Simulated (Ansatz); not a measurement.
MnCoGe:

```
Ge Co Mn
1.0
     4.09114    0.00000    0.00000
    -2.04557    3.54303    0.00000
     0.00000    0.00000    5.14388
Ge Co Mn
2 2 2
Direct
  0.33333 0.66667 0.25000
  0.66667 0.33333 0.75000
  0.66667 0.33333 0.25000
  0.33333 0.66667 0.75000
  0.00000 0.00000 0.50000
  0.00000 0.00000 0.00000
```

The cell is a database's computed one.

```yaml
Program: Ansatz 0.2.0
Task: relaxation of cell and atoms
Functional: r2SCAN
Potentials_or_basis: Ansatz PAW
Cutoff: "500 eV (not typed: the program's choice for these potentials)"
k_mesh: 8 × 8 × 5
Occupations: fermi-dirac, width 0.05 eV
Spin: collinear spin, ferromagnetic start
Starting_moments: "[0.0, 0.0, 2.0, 2.0, 4.0, 4.0] μB"
```

At the start: volume 12.43 Å³/atom.

Where does the relaxation end?

It ends after 5 steps and the volume is 12.74 Å³/atom (+2.5 %); space group P6_3/mmc (No. 194, to 0.05 Å); moment 8.64 μB per cell.

The path:
| step | energy change (eV) | largest force (eV/Å) | volume (Å³) |
| --- | --- | --- | --- |
| 1 | 0.0000 | 0.0000 | 74.56 |
| 2 | -0.0531 | 0.0000 | 75.66 |
| 3 | -0.0747 | 0.0000 | 76.41 |
| 4 | -0.0749 | 0.0000 | 76.41 |
| 5 | -0.0765 | 0.0000 | 76.41 |

Final structure:
```cif
data_structure
_symmetry_space_group_name_H-M 'P 1'
_symmetry_Int_Tables_number 1
_cell_length_a 4.0622
_cell_length_b 4.0622
_cell_length_c 5.3473
_cell_angle_alpha 90.000
_cell_angle_beta 90.000
_cell_angle_gamma 120.000
_cell_volume 76.41
loop_
_atom_site_label
_atom_site_type_symbol
_atom_site_fract_x
_atom_site_fract_y
_atom_site_fract_z
_atom_site_occupancy
Ge1 Ge 0.33333 0.66667 0.25000 1
Ge2 Ge 0.66667 0.33333 0.75000 1
Co1 Co 0.66667 0.33333 0.25000 1
Co2 Co 0.33333 0.66667 0.75000 1
Mn1 Mn 0.00000 0.00000 0.50000 1
Mn2 Mn 0.00000 0.00000 0.00000 1
```

Caveat: the magnetic or orbital state may not be the lowest; the plane-wave basis is chosen anew once the cell has moved, so the energies of steps on either side of that aren't comparable; the PAW data sets come from PBE, with cores solved anew for the run's functional, which leaves a small shift of forces and pressure.
